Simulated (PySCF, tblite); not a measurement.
# CH2Br radical: geometry, infrared bands and EPR parameters

Wanted: the infrared bands and EPR parameters of CH2Br radical (`[CH2]Br`), by calculation.

Computed with tblite 0.8.0 and PySCF 2.14.0, with density-fitted response routines of our own, on a single molecule in the gas phase. Atoms are numbered from 0 throughout.

### Step 1. Starting geometry

4 atoms, charge 0, multiplicity 2; geometry from: force field or distance geometry start.

Bonds of the start (Å): C0–Br1 1.92, C0–H2 1.11, C0–H3 1.12.

### Step 2. Optimising the geometry with GFN2-xTB

Job settings and geometry (Å):

```
{"job": {"kind": "relax", "xc": "GFN2-xTB", "basis": "xTB"}, "charge": 0, "multiplicity": 2}
C     -0.216700     0.020000     0.283400
Br     1.658800    -0.137800    -0.070900
H     -0.791300    -0.847400    -0.110900
H     -0.640600     0.970000    -0.124500
```

Launch:

```bash
$ OMP_NUM_THREADS=1 python probes_run.py task.json out
```

The driver reads the jobs from task.json and runs them one after another.

Standard output:

```text
step      E/eV     max force
  0    -194.44216    1.837
  1    -194.52620    1.240
  2    -194.59219    0.605
  3    -194.60482    0.459
  4    -194.62919    0.527
  5    -194.63780    0.371
  6    -194.64200    0.153
  7    -194.64322    0.108
  8    -194.64431    0.142
  9    -194.64538    0.098
 10    -194.64585    0.018
 11    -194.64590    0.005
```

It took 0.03 s on 1 thread of AMD EPYC 7R43, shared host.

The steps of the relaxation:

```csv
step,energy from step 0 (eV),largest force (eV/Å)
0,0.0000,1.8374
1,-0.0840,1.2397
2,-0.1500,0.6045
3,-0.1627,0.4588
4,-0.1870,0.5274
5,-0.1956,0.3714
6,-0.1998,0.1526
7,-0.2011,0.1079
8,-0.2021,0.1423
9,-0.2032,0.0984
10,-0.2037,0.0183
11,-0.2037,0.0051
```

Distances of close pairs at the start and the end, largest changes first:

```
  bond  before (Å)  after (Å)  change (Å)
C0–Br1       1.915      1.834      -0.081
 C0–H3       1.117      1.070      -0.048
 C0–H2       1.113      1.070      -0.043
```

The end geometry stands in the next job.

### Step 3. Infrared spectrum with GFN2-xTB

Job settings and geometry (Å):

```
{"job": {"kind": "ir", "xc": "GFN2-xTB", "basis": "xTB"}, "charge": 0, "multiplicity": 2}
C     -0.201733     0.018494     0.031406
Br     1.625481    -0.134469    -0.016128
H     -0.785140    -0.877097    -0.012355
H     -0.628374     0.997845    -0.025778
```

Standard output:

```text
mode    cm-1     km/mol
  1     126.9     69.82
  2     727.3     21.39
  3     919.5      0.01
  4    1316.0     26.46
  5    3137.3      3.08
  6    3203.1      0.27
```

It took 0.03 s on 1 thread of AMD EPYC 7R43, shared host.

The strongest bands and the atoms that carry them (share of the mass-weighted mode):

```csv
cm⁻¹,km/mol,atoms
127,69.8,"H2 39 %, H3 39 %, C0 21 %"
727,21.4,"C0 75 %, Br1 15 %"
1316,26.5,"H3 46 %, H2 46 %"
3137,3.1,"H3 49 %, H2 48 %"
3203,0.3,"H2 45 %, H3 44 %, C0 11 %"
```

### Step 4. EPR parameters: B3LYP/def2-TZVP-core+pcH-1

Job settings and geometry (Å):

```
{"job": {"kind": "epr", "basis": "pcH-1"}, "charge": 0, "multiplicity": 2}
C     -0.201733     0.018494     0.031406
Br     1.625481    -0.134469    -0.016128
H     -0.785140    -0.877097    -0.012355
H     -0.628374     0.997845    -0.025778
```

Level: UKS B3LYP, def2-TZVP-core on Br, pcH-1 on C H, non-relativistic, mean-field spin-orbit, GIAO.

Standard output:

```text
UKS, coarse grid
  cycle   1  E = -2613.41248243  |g| = 1.57e+00
  cycle   2  E = -2613.41823615  |g| = 5.67e-01
  cycle   3  E = -2613.42782783  |g| = 3.19e-01
  cycle   4  E = -2613.44731880  |g| = 7.82e-02
  cycle   5  E = -2613.45071773  |g| = 9.51e-03
  cycle   6  E = -2613.45075617  |g| = 2.82e-03
  cycle   7  E = -2613.45076170  |g| = 9.58e-04
UKS, final grid
  cycle   1  E = -2613.45076659  |g| = 7.82e-04
  cycle   2  E = -2613.45076635  |g| = 1.21e-03
  cycle   3  E = -2613.45076693  |g| = 1.05e-04
  cycle   4  E = -2613.45076694  |g| = 7.58e-05
  cycle   5  E = -2613.45076694  |g| = 2.33e-05
E = -2613.45076694 Eh   <S^2> = 0.7545 (exact 0.7500)
g shifts (ppm)      1          2          3
  rmc          -171       -171       -171
  gc             -8         49         36
  oz_so       -3632      26548      29367
  total       -3811      26426      29232
hyperfine (MHz)  atom isotope    a_iso     a_fc   dipolar eigenvalues
    0   13C     110.35     107.14    -80.83    -79.91    160.74
    1  79Br       0.12       7.94   -166.60    -98.96    265.56
    2    1H     -62.00     -62.66    -37.86     -1.64     39.50
    3    1H     -62.00     -62.66    -37.86     -1.64     39.50
```

Wall time 42 s (1 thread of AMD EPYC 7R43, shared host); peak memory 0.55 GiB.

Principal g values 1.99851, 2.02875, 2.03155; g(iso) = 2.01960, against 2.00232 for a free electron.

Mean a(iso) over the nuclei that a row names, and the largest dipolar term of the row (other rows stand at the frozen geometry):

```csv
nuclei,isotope,a(iso) (MHz),"a(iso) (G, at g = 2.0023)",largest dipolar term (MHz)
C0,13C,110.3,39.4,160.7
"H2, H3",1H,-62.0,-22.1,39.5
Br1,79Br,0.1,0.0,265.6
```

Mulliken spin populations:

```csv
atom,value (e)
C0,0.99
Br1,0.10
H2,-0.04
H3,-0.04
```

In first order the couplings over 0.8 MHz of 1H give 3 distinct lines over 44.2 G, if the averaged nuclei exchange fast; the same motion can average rows kept apart here too.

The fields below are evaluated on a grid from the run's orbitals.

ELF in a plane through or near 4 of the atoms.

Ten even steps from ' ' (0.00) to '@' (1.00):
```
                                                        
                                                        
                                                        
              ......          ..::..                    
          ..----==--..      ..++##**--                  
        ::++**####**==    ..**@@@@@@@@++..              
        ==**%%%%%%%%**..  ::%%@@@@@@@@##::              
      ..++##%%%%%%####--::++%%@@@@@@@@**::              
      ..++####++----==++++++##@@@@@@%%==                
      ..++**====**##--##%%::**::++++::                  
      ..++**====++**--##%%::**--++==::                  
      ..++####==--::==++++++##@@@@@@##==..              
      ..++##%%%%######--::++@@@@@@@@@@##::              
        ==**%%%%%%%%**..  ::%%@@@@@@@@##::              
        ::++**####**++    ..**@@@@@@@@++..              
          ..----==--..      ..++##**--                  
              ......            ....                    
                                                        
                                                        
                                                        
```
The map spans 8.5 Å across and 7.1 Å up, centred on the molecule. Atoms in the plane (x, y in Å): C0 (0.2, 0.0), Br1 (-1.6, 0.0), H2 (0.7, -0.9), H3 (0.7, 0.9).

On the surface of density 0.002 e/bohr³ the electrostatic potential runs, from the 1st to the 99th percentile, from -0.34 V near Br1 to 1.15 V near H3.

The spin density lies nearest to C0 62 %; Br1 19 %; H2, H3 about 9 % each.

### Step 5. Results

| quantity | value |
| --- | --- |
| strongest single infrared mode (GFN2-xTB) | 127 cm⁻¹, 70 km/mol |
| zero-point energy (GFN2-xTB) | 13.5 kcal/mol |
| g(iso) (B3LYP) | 2.01960 |
| ⟨S²⟩ | 0.755 (exact 0.75) |
| largest a(iso) (averaged by class) | 13C on C0, 110.3 MHz |
| potential on the surface of density 0.002 e/bohr³, 1st and 99th percentile | -0.34 V and 1.15 V |

What this shows: The optimisation took 11 steps and gained 0.204 eV; among the close pairs (by a distance rule), C0–Br1 changed most, from 1.915 to 1.834 Å. All 6 modes are real, so the xTB geometry is a minimum. The strongest single mode, at 127 cm⁻¹, moves mainly H2 and H3. GFN2-xTB is a fitted tight-binding method: band positions and strengths are rough. Its intensities can rank the bands wrongly. C0 carries the largest spin population, 0.99 e. The isotropic g lies 17.3 ppt above the free-electron value. The hyperfine terms hold no scalar relativity, which the heavier nuclei need. The conformer search found further structures of the same energy, which may be mirror or relabelled copies of this one.
